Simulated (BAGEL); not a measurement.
# A workflow on C4H4Si (SMILES C#C[SiH2]C#C)

Aim: a series of 15 runs (PBE0/cc-pVDZ, RI-MP2/cc-pVDZ) of C4H4Si. 

The calculation is run with BAGEL 1.2.2.

1 further run of the same task is left out (set aside as unsound or not needed).

## Step 1: The system as given

C4H4Si: 9 atoms, total charge 0, spin state singlet. SMILES: `C#C[SiH2]C#C`. One bond was lengthened or shortened from a relaxed shape.

Bond lengths: C1–C2 1.205 Å, C2–Si3 1.821 Å, Si3–C4 1.548 Å, C4–C5 1.206 Å, C1–H6 1.066 Å, Si3–H7 1.481 Å, Si3–H8 1.481 Å, C5–H9 1.066 Å. Angles: C1–C2–Si3 179.3°, C2–Si3–C4 109.7°, Si3–C4–C5 179.3°, C2–C1–H6 179.8°, C2–Si3–H7 109.3°, C2–Si3–H8 109.3°, C4–Si3–H7 109.3°, C4–Si3–H8 109.3°, C4–C5–H9 179.8°, H7–Si3–H8 109.9°.

## Step 2: A single-point energy at PBE0/cc-pVDZ (density fitting with svp-jkfit) (run 1)

File calc.json:

```json
{ "bagel" : [

{
  "title" : "molecule",
  "basis" : "cc-pvdz.json",
  "df_basis" : "svp-jkfit",
  "angstrom" : false,
  "geometry" : [
    { "atom" : "C", "xyz" : [  3.35850253,  0.20410554,  3.19023564 ] },
    { "atom" : "C", "xyz" : [  1.95802650, -0.26870394,  1.45697884 ] },
    { "atom" : "Si", "xyz" : [ -0.13106573, -1.01627959, -1.17389787 ] },
    { "atom" : "C", "xyz" : [ -2.36763786,  0.86851813, -1.22529842 ] },
    { "atom" : "C", "xyz" : [ -4.12073679,  2.32190649, -1.28822630 ] },
    { "atom" : "H", "xyz" : [  4.59343855,  0.62664830,  4.72488223 ] },
    { "atom" : "H", "xyz" : [  1.29870105, -0.82277164, -3.57271621 ] },
    { "atom" : "H", "xyz" : [ -1.12147120, -3.61559788, -0.85963641 ] },
    { "atom" : "H", "xyz" : [ -5.66880043,  3.60994382, -1.33905993 ] }
  ]
},
{
  "title" : "ks",
  "xc_func" : "pbe0"
},
{
  "title" : "print",
  "file" : "orbitals.molden",
  "orbitals" : true
}

]}
```

The basis set cc-pVDZ is read from a file made from the Basis Set Exchange's data (not shown).

Run with:

```sh
$ BAGEL_NUM_THREADS=1 BAGEL calc.json > calc.out
```

Standard output:

```text
* using 1 threads per process

  ===============================================================
  ===============================================================

  *** Geometry ***

  { "atom" : "C", "xyz" : [      3.358503,      0.204106,      3.190236 ] },
  { "atom" : "C", "xyz" : [      1.958026,     -0.268704,      1.456979 ] },
  { "atom" : "Si", "xyz" : [     -0.131066,     -1.016280,     -1.173898 ] },
  { "atom" : "C", "xyz" : [     -2.367638,      0.868518,     -1.225298 ] },
  { "atom" : "C", "xyz" : [     -4.120737,      2.321906,     -1.288226 ] },
  { "atom" : "H", "xyz" : [      4.593439,      0.626648,      4.724882 ] },
  { "atom" : "H", "xyz" : [      1.298701,     -0.822772,     -3.572716 ] },
  { "atom" : "H", "xyz" : [     -1.121471,     -3.615598,     -0.859636 ] },
  { "atom" : "H", "xyz" : [     -5.668800,      3.609944,     -1.339060 ] },

  Number of auxiliary basis functions:      500

  Since a DF basis is specified, we compute 2- and 3-index integrals:
    o Being stored without compression. Storage requirement is 0.035 GB

  Number of basis functions:       94
  Number of electrons      :       42

    * METHOD: MOLECULE                             0.26

  *** Kohn-Sham DFT ***

    * Removing 15362 points whose weight is below 1.00e-10
    * Grid points: 118792

  === Nuclear Repulsion ===
   170.5672711114

       - DIIS with orbital gradients will be used.

  === KS iteration (pbe0 / cc-pvdz.json) ===
      0       -410.61335425          0.09530650           0.32
      1       -329.74263650          0.18105330           0.35
      2       -393.87698491          0.09886291           0.39
      3       -419.74451128          0.11097944           0.31
      4       -428.71995381          0.12392362           0.31
      5       -436.45995077          0.08605640           0.35
[... 19 lines of this table left out ...]
     25       -443.82128746          0.00000002           0.35
     26       -443.82128746          0.00000001           0.39
    * SCF iteration converged.

    * Permanent dipole moment:
           (    0.358571,    -0.402258,    -0.094872) a.u.

    * METHOD: KS                                   9.82

    * METHOD: PRINT                                0.01

  ===============================================================
```

Run time: 11 s. Hardware: 1 thread of Arm Neoverse V2, shared host; peak memory 0.51 GiB.

## Step 3: Bond 4-3 at 1.821 A: a single-point energy at RI-MP2/cc-pVDZ (density fitting with svp-jkfit) (run 2)

File input.json:

```json
{ "bagel" : [

{
  "title" : "molecule",
  "basis" : "cc-pvdz.json",
  "df_basis" : "svp-jkfit",
  "geometry" : [
    { "atom" : "C", "xyz" : [     3.75322474,    -0.12853539,     3.19930633 ] },
    { "atom" : "C", "xyz" : [     2.35274871,    -0.60134487,     1.46604953 ] },
    { "atom" : "Si", "xyz" : [     0.26365648,    -1.34892052,    -1.16482718 ] },
    { "atom" : "C", "xyz" : [    -2.36763786,     0.86851813,    -1.22529842 ] },
    { "atom" : "C", "xyz" : [    -4.12073679,     2.32190649,    -1.28822630 ] },
    { "atom" : "H", "xyz" : [     4.98816076,     0.29400737,     4.73395291 ] },
    { "atom" : "H", "xyz" : [     1.69342326,    -1.15541257,    -3.56364553 ] },
    { "atom" : "H", "xyz" : [    -0.72674898,    -3.94823881,    -0.85056573 ] },
    { "atom" : "H", "xyz" : [    -5.66880043,     3.60994382,    -1.33905993 ] }
  ]
},

{ "title" : "hf" },

{ "title" : "mp2", "ncore" : 9 }

]}
```

The basis set cc-pVDZ is read from a file made from the Basis Set Exchange's data (not shown).

Run with:

```sh
$ BAGEL_NUM_THREADS=1 BAGEL input.json > input.out
```

Standard output:

```text
* using 1 threads per process

  ===============================================================
  ===============================================================

  *** Geometry ***

  { "atom" : "C", "xyz" : [      3.753225,     -0.128535,      3.199306 ] },
  { "atom" : "C", "xyz" : [      2.352749,     -0.601345,      1.466050 ] },
  { "atom" : "Si", "xyz" : [      0.263656,     -1.348921,     -1.164827 ] },
  { "atom" : "C", "xyz" : [     -2.367638,      0.868518,     -1.225298 ] },
  { "atom" : "C", "xyz" : [     -4.120737,      2.321906,     -1.288226 ] },
  { "atom" : "H", "xyz" : [      4.988161,      0.294007,      4.733953 ] },
  { "atom" : "H", "xyz" : [      1.693423,     -1.155413,     -3.563646 ] },
  { "atom" : "H", "xyz" : [     -0.726749,     -3.948239,     -0.850566 ] },
  { "atom" : "H", "xyz" : [     -5.668800,      3.609944,     -1.339060 ] },

  Number of auxiliary basis functions:      500

  Since a DF basis is specified, we compute 2- and 3-index integrals:
    o Being stored without compression. Storage requirement is 0.035 GB

  Number of basis functions:       94
  Number of electrons      :       42

    * METHOD: MOLECULE                             0.22

  *** RHF ***

  === Nuclear Repulsion ===
   162.9968918930

      * DIIS with orbital gradients will be used.

  === RHF iteration (cc-pvdz.json) ===
      0       -442.49612425          0.01218325           0.08
      1       -442.60961897          0.00539281           0.08
      2       -442.62507357          0.00216898           0.09
      3       -442.62779005          0.00087132           0.08
      4       -442.62823760          0.00004644           0.08
      5       -442.62824052          0.00001518           0.09
      6       -442.62824088          0.00000642           0.08
      7       -442.62824097          0.00000346           0.06
      8       -442.62824101          0.00000102           0.06
      9       -442.62824101          0.00000024           0.06
     10       -442.62824101          0.00000010           0.06
     11       -442.62824101          0.00000003           0.06
     12       -442.62824101          0.00000001           0.06
    * SCF iteration converged.

    * Permanent dipole moment:
           (    0.036446,    -0.199606,    -0.172976) a.u.

    * METHOD: HF                                   1.09

  *** RHF ***

  === Nuclear Repulsion ===
   162.9968918930

      * DIIS with orbital gradients will be used.

  === RHF iteration (cc-pvdz.json) ===
      0       -442.62824101          0.00000001           0.06
    * SCF iteration converged.

    * Permanent dipole moment:
           (    0.036445,    -0.199606,    -0.172975) a.u.

  === DF-MP2 calculation ===

    * freezing 9 orbitals
    * 3-index integral transformation done
    * assembly done

      MP2 correlation energy:   -0.5909527095      0.04

      MP2 total energy:       -443.2191937241

    * METHOD: MP2                                  0.17

  ===============================================================
```

Wall time 1.6 s (1 thread of Arm Neoverse V2, shared host); peak memory 0.15 GiB.

Runs 3 to 10 aren't shown in full; the table further down has their settings and results.

## Step 4: Bond 4-3 at 3.460 A: a single-point energy at PBE0/cc-pVDZ (density fitting with svp-jkfit) (run 11)

File input.json:

```json
{ "bagel" : [

{
  "title" : "molecule",
  "basis" : "cc-pvdz.json",
  "df_basis" : "svp-jkfit",
  "geometry" : [
    { "atom" : "C", "xyz" : [  6.12127456, -2.12413153,  3.25373044 ] },
    { "atom" : "C", "xyz" : [  4.72079853, -2.59694101,  1.52047364 ] },
    { "atom" : "Si", "xyz" : [  2.63170630, -3.34451666, -1.11040307 ] },
    { "atom" : "C", "xyz" : [ -2.36763786,  0.86851813, -1.22529842 ] },
    { "atom" : "C", "xyz" : [ -4.12073679,  2.32190649, -1.28822630 ] },
    { "atom" : "H", "xyz" : [  7.35621058, -1.70158877,  4.78837703 ] },
    { "atom" : "H", "xyz" : [  4.06147309, -3.15100871, -3.50922141 ] },
    { "atom" : "H", "xyz" : [  1.64130084, -5.94383495, -0.79614162 ] },
    { "atom" : "H", "xyz" : [ -5.66880043,  3.60994382, -1.33905993 ] }
  ]
},
{ "title" : "ks", "xc_func" : "pbe0" },
{ "title" : "print", "file" : "orbitals.molden", "orbitals" : true }

]}
```

The basis set cc-pVDZ is read from a file made from the Basis Set Exchange's data (not shown).

Run with:

```sh
$ BAGEL_NUM_THREADS=1 BAGEL input.json > input.out
```

Standard output:

```text
* using 1 threads per process

  ===============================================================
  ===============================================================

  *** Geometry ***

  { "atom" : "C", "xyz" : [      6.121275,     -2.124132,      3.253730 ] },
  { "atom" : "C", "xyz" : [      4.720799,     -2.596941,      1.520474 ] },
  { "atom" : "Si", "xyz" : [      2.631706,     -3.344517,     -1.110403 ] },
  { "atom" : "C", "xyz" : [     -2.367638,      0.868518,     -1.225298 ] },
  { "atom" : "C", "xyz" : [     -4.120737,      2.321906,     -1.288226 ] },
  { "atom" : "H", "xyz" : [      7.356211,     -1.701589,      4.788377 ] },
  { "atom" : "H", "xyz" : [      4.061473,     -3.151009,     -3.509221 ] },
  { "atom" : "H", "xyz" : [      1.641301,     -5.943835,     -0.796142 ] },
  { "atom" : "H", "xyz" : [     -5.668800,      3.609944,     -1.339060 ] },

  Number of auxiliary basis functions:      500

  Since a DF basis is specified, we compute 2- and 3-index integrals:
    o Being stored without compression. Storage requirement is 0.035 GB

  Number of basis functions:       94
  Number of electrons      :       42

    * METHOD: MOLECULE                             0.25

  *** Kohn-Sham DFT ***

    * Removing 13311 points whose weight is below 1.00e-10
    * Grid points: 120843

  === Nuclear Repulsion ===
   138.5104114478

       - DIIS with orbital gradients will be used.

  === KS iteration (pbe0 / cc-pvdz.json) ===
      0       -404.46118441          0.07918877           0.35
      1       -258.94946102          0.12550014           0.38
      2       -310.27351391          0.10853068           0.42
      3       -418.77909891          0.10389093           0.33
      4       -431.95089851          0.09741361           0.33
      5       -443.39127177          0.01703807           0.39
[... 17 lines of this table left out ...]
     23       -443.69372297          0.00000002           0.33
     24       -443.69372297          0.00000001           0.41
    * SCF iteration converged.

    * Permanent dipole moment:
           (   -1.888465,     1.202408,    -0.444160) a.u.

    * METHOD: KS                                   9.67

    * METHOD: PRINT                                0.01

  ===============================================================
```

Run time: 10 s. Hardware: 1 thread of Arm Neoverse V2, shared host; peak memory 0.52 GiB.

Runs 12 to 14 aren't shown in full; the table further down has their settings and results.

## Step 5: Bond 4-3 at 5.099 A: the energy at PBE0/cc-pVDZ (density fitting with svp-jkfit) (run 15)

File dft.json:

```json
{ "bagel" : [

{
  "title" : "molecule",
  "basis" : "cc-pvdz.json",
  "df_basis" : "svp-jkfit",
  "angstrom" : false,
  "geometry" : [
    { "atom" : "C", "xyz" : [     8.48946800,    -4.11985051,     3.30815455 ] },
    { "atom" : "C", "xyz" : [     7.08899197,    -4.59265998,     1.57489775 ] },
    { "atom" : "Si", "xyz" : [     4.99989974,    -5.34023564,    -1.05597896 ] },
    { "atom" : "C", "xyz" : [    -2.36763786,     0.86851813,    -1.22529842 ] },
    { "atom" : "C", "xyz" : [    -4.12073679,     2.32190649,    -1.28822630 ] },
    { "atom" : "H", "xyz" : [     9.72440403,    -3.69730774,     4.84280114 ] },
    { "atom" : "H", "xyz" : [     6.42966653,    -5.14672768,    -3.45479730 ] },
    { "atom" : "H", "xyz" : [     4.00949428,    -7.93955392,    -0.74171750 ] },
    { "atom" : "H", "xyz" : [    -5.66880043,     3.60994382,    -1.33905993 ] }
  ]
},

{
  "title" : "ks",
  "xc_func" : "pbe0"
},

{
  "title" : "print",
  "file" : "orbitals.molden",
  "orbitals" : true
}

]}
```

The basis set cc-pVDZ is read from a file made from the Basis Set Exchange's data (not shown).

Run with:

```sh
$ BAGEL_NUM_THREADS=1 BAGEL dft.json > dft.out
```

Standard output:

```text
* using 1 threads per process

  ===============================================================
  ===============================================================

  *** Geometry ***

  { "atom" : "C", "xyz" : [      8.489468,     -4.119851,      3.308155 ] },
  { "atom" : "C", "xyz" : [      7.088992,     -4.592660,      1.574898 ] },
  { "atom" : "Si", "xyz" : [      4.999900,     -5.340236,     -1.055979 ] },
  { "atom" : "C", "xyz" : [     -2.367638,      0.868518,     -1.225298 ] },
  { "atom" : "C", "xyz" : [     -4.120737,      2.321906,     -1.288226 ] },
  { "atom" : "H", "xyz" : [      9.724404,     -3.697308,      4.842801 ] },
  { "atom" : "H", "xyz" : [      6.429667,     -5.146728,     -3.454797 ] },
  { "atom" : "H", "xyz" : [      4.009494,     -7.939554,     -0.741718 ] },
  { "atom" : "H", "xyz" : [     -5.668800,      3.609944,     -1.339060 ] },

  Number of auxiliary basis functions:      500

  Since a DF basis is specified, we compute 2- and 3-index integrals:
    o Being stored without compression. Storage requirement is 0.035 GB

  Number of basis functions:       94
  Number of electrons      :       42

    * METHOD: MOLECULE                             0.21

  *** Kohn-Sham DFT ***

    * Removing 12625 points whose weight is below 1.00e-10
    * Grid points: 121529

  === Nuclear Repulsion ===
   127.3473812589

       - DIIS with orbital gradients will be used.

  === KS iteration (pbe0 / cc-pvdz.json) ===
      0       -402.95055878          0.07792460           0.39
      1       -248.56866018          0.12235063           0.32
      2       -307.32265455          0.09898141           0.33
      3       -424.04678578          0.09418059           0.41
      4       -435.66176775          0.07805742           0.38
      5       -442.85755213          0.03117832           0.33
[... 88 lines of this table left out ...]
     94       -443.63024333          0.00000002           0.40
     95       -443.63024333          0.00000001           0.38
    * SCF iteration converged.

    * Permanent dipole moment:
           (   -2.693587,     1.851140,    -0.494173) a.u.

    * METHOD: KS                                  34.83

    * METHOD: PRINT                                0.01

  ===============================================================
```

It took 35 s on 1 thread of Arm Neoverse V2, shared host; peak memory 0.52 GiB.

## Step 6: The series

```csv
run,level,frozen core orbitals,partner,energy (Eh),dipole moment (D),HOMO energy (eV),LUMO energy (eV),wall time
1,PBE0/cc-pVDZ (density fitting with svp-jkfit),–,bond 4-3 at 1.548 A,-443.821287,1.39,-7.93,-0.45,11 s
2,RI-MP2/cc-pVDZ (density fitting with svp-jkfit),9,bond 4-3 at 1.821 A,-443.219194,–,–,–,1.6 s
3,PBE0/cc-pVDZ (density fitting with svp-jkfit),–,bond 4-3 at 1.821 A,-443.874600,0.56,-8.09,-0.18,7.5 s
4,RI-MP2/cc-pVDZ (density fitting with svp-jkfit),9,bond 4-3 at 2.094 A,-443.201670,–,–,–,1.9 s
5,PBE0/cc-pVDZ (density fitting with svp-jkfit),–,bond 4-3 at 2.094 A,-443.856398,1.00,-7.92,-0.48,9 s
6,RI-MP2/cc-pVDZ (density fitting with svp-jkfit),9,bond 4-3 at 2.459 A,-443.150231,–,–,–,1.9 s
7,PBE0/cc-pVDZ (density fitting with svp-jkfit),–,bond 4-3 at 2.459 A,-443.805547,2.46,-7.48,-1.75,9.9 s
8,RI-MP2/cc-pVDZ (density fitting with svp-jkfit),9,bond 4-3 at 2.914 A,-443.088150,–,–,–,1.9 s
9,PBE0/cc-pVDZ (density fitting with svp-jkfit),–,bond 4-3 at 2.914 A,-443.745364,4.19,-7.04,-3.26,11 s
10,RI-MP2/cc-pVDZ (density fitting with svp-jkfit),9,bond 4-3 at 3.460 A,-443.032544,–,–,–,1.9 s
11,PBE0/cc-pVDZ (density fitting with svp-jkfit),–,bond 4-3 at 3.460 A,-443.693723,5.80,-6.71,-4.36,10 s
12,RI-MP2/cc-pVDZ (density fitting with svp-jkfit),9,bond 4-3 at 4.189 A,-442.985966,–,–,–,2.6 s
13,PBE0/cc-pVDZ (density fitting with svp-jkfit),–,bond 4-3 at 4.189 A,-443.653510,7.22,-6.52,-5.11,12 s
14,RI-MP2/cc-pVDZ (density fitting with svp-jkfit),9,bond 4-3 at 5.099 A,-442.960109,–,–,–,3.9 s
15,PBE0/cc-pVDZ (density fitting with svp-jkfit),–,bond 4-3 at 5.099 A,-443.630243,8.40,-6.44,-5.50,35 s
```

## Step 7: Results

```
                                  quantity          value
 bond 4-3 at 5.099 A, run 15: total energy  -443.63024 Eh
bond 4-3 at 5.099 A, run 15: dipole moment         8.40 D
  bond 4-3 at 5.099 A, run 15: HOMO energy       -6.44 eV
  bond 4-3 at 5.099 A, run 15: LUMO energy       -5.50 eV
bond 4-3 at 5.099 A, run 15: HOMO–LUMO gap        0.94 eV
```

**Reading.** In runs 10, 11, 12, 13, 14, 15 a closed-shell determinant meets a far-stretched bond, which it describes badly. All runs together took 2 min, the longest 35 s.
